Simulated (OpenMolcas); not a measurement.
# AgH (SMILES [AgH]) at PW6B95/ANO-R2 (DKH3)

Aim: the vertical electron affinity of AgH at PW6B95/ANO-R2 (DKH3), from 2 runs. 

The calculation is run with OpenMolcas 26.06.

### 1 The structure to begin with

AgH: 2 atoms, total charge 0, spin state singlet. SMILES: `[AgH]`. The bond length is the measured one.

Bond lengths: Ag1–H2 1.618 Å.

### 2 Energy and forces at PW6B95/ANO-R2 (DKH3)

File input.xyz:

```xyz
2

Ag     0.000000     0.000000     0.000000
H      0.000000     0.000000     1.618100
```

File job.input:

```
* AgH Kohn-Sham DFT
>>> EXPORT MOLCAS_PRINT=2

&GATEWAY
  COORD=input.xyz
  BASIS=ANO-R2
  GROUP=NoSym

&SEWARD
  RELATIVISTIC=R03O02
  EXPERT

&SCF
  KSDFT=HYB_MGGA_XC_PW6B95
  PRORBITALS=1 1

&ALASKA
```

On the command line:

```bash
export MOLCAS_MEM=1860
pymolcas job.input > job.log
```

Output:

```text
--- Start Module: gateway ---
[...]
--- Stop Module: gateway /rc=_RC_ALL_IS_WELL_ ---
[...]
 ###    WARNING:  EXPERT option is ON!                                       ###
 ###############################################################################
               SEWARD will generate:
[...]
      Basis functions           79
[...]
--- Start Module: scf ---
[...]
       Convergence after  11 Iterations
[...]
::    Total KS-DFT energy                           -5317.7263746603
[...]
      Total spin, S                                     0.0000000000
[...]
      Total electronic charge=   48.000000
      Total            charge=   -0.000000
[...]
      Dipole Moment (debye):
      Origin of the operator (angstrom)=    0.0000    0.0000    0.0151
                   X=  2.7844E-11               Y=  8.1679E-14               Z= -2.9023E+00           Total=  2.9023E+00
      Quadrupole Moment (debye*angstrom):
[...]
--- Stop Module: scf /rc=_RC_ALL_IS_WELL_ ---
[...]
--- Start Module: alaska ---
[...]
 *              Molecular gradients               *
 **************************************************
  Irreducible representation: a
 ------------------------------------------------------------------------------------------
                              X                       Y                       Z
 ------------------------------------------------------------------------------------------
  AG1               8.34582096579612E-14   -4.22957351030914E-16    1.81248724393157E-03
  H2               -8.34579928175299E-14    4.30329925803411E-16   -1.81248724393512E-03
 ------------------------------------------------------------------------------------------
--- Stop Module: alaska /rc=_RC_ALL_IS_WELL_ ---
[...]
```

Run time: 23 s. Hardware: 1 thread of Arm Neoverse V1, shared host; peak memory 0.49 GiB.

### 3 The doublet anion at the same level

input.xyz is that of step 2.

File job.input:

```
>>> EXPORT MOLCAS_PRINT=2

&GATEWAY
  Coord=input.xyz
  Basis=ANO-R2
  Group=NoSym

&SEWARD
  Relativistic=R03O02
  Expert

&SCF
  UHF
  Charge=-1
  Spin=2
  KSDFT=HYB_MGGA_XC_PW6B95
  PrOrbitals=1 1

&ALASKA
```

On the command line:

```bash
export MOLCAS_MEM=1860
pymolcas job.input > job.log
```

Output:

```text
--- Start Module: gateway ---
[...]
--- Stop Module: gateway /rc=_RC_ALL_IS_WELL_ ---
[...]
 ###    WARNING:  EXPERT option is ON!                                       ###
 ###############################################################################
               SEWARD will generate:
[...]
      Basis functions           79
[...]
--- Start Module: scf ---
[...]
       Convergence after  15 Iterations
[...]
::    Total KS-DFT energy                           -5317.7261065828
[...]
      Total spin, S                                     0.5015046125
[...]
      Total electronic charge=   49.000000
      Total            charge=   -1.000000
[...]
      Dipole Moment (debye):
      Origin of the operator (angstrom)=    0.0000    0.0000    0.0151
                   X=  4.0917E-11               Y= -2.8438E-12               Z= -2.0026E+00           Total=  2.0026E+00
      Center of Charge (angstrom)
[...]
--- Stop Module: scf /rc=_RC_ALL_IS_WELL_ ---
[...]
--- Start Module: alaska ---
[...]
 *              Molecular gradients               *
 **************************************************
  Irreducible representation: a
 ------------------------------------------------------------------------------------------
                              X                       Y                       Z
 ------------------------------------------------------------------------------------------
  AG1               1.31069762203110E-13   -4.87768979120321E-15   -9.31721613608838E-03
  H2               -1.31069762203117E-13    4.88115923815678E-15    9.31721613609371E-03
 ------------------------------------------------------------------------------------------
--- Stop Module: alaska /rc=_RC_ALL_IS_WELL_ ---
[...]
```

Run time: 26 s. Hardware: 1 thread of Arm Neoverse V1, shared host; peak memory 0.49 GiB.

### 4 What came out

Level: PW6B95/ANO-R2 (DKH3).

| quantity | value |
| --- | --- |
| singlet AgH: total energy | -5317.72637 Eh |
| singlet AgH: dipole moment | 2.90 D |
| singlet AgH: HOMO energy | -6.90 eV |
| singlet AgH: LUMO energy | -1.89 eV |
| singlet AgH: HOMO–LUMO gap | 5.01 eV |
| singlet AgH: largest force on an atom | 0.093 eV/Å |
| doublet anion: total energy | -5317.72611 Eh |
| doublet anion: HOMO energy (highest over α and β) | 1.86 eV |
| doublet anion: LUMO energy (lowest over α and β) | 4.13 eV |
| doublet anion: ⟨S²⟩ | 0.753 |
| vertical electron affinity (to the doublet anion) | -0.007 eV |

**Reading.** This program's gradients are faulty for this kind of reference, so any forces in the log (doublet anion) can't be trusted; the energy can. The anion lies 0.01 eV (0.2 kcal/mol) above the neutral: the electron isn't bound at this level, and such a value depends on the basis. Without diffuse functions anions come out too high. The HOMO (doublet anion) lies at positive energy, 1.86 eV; only total energies tell whether the electron is bound.
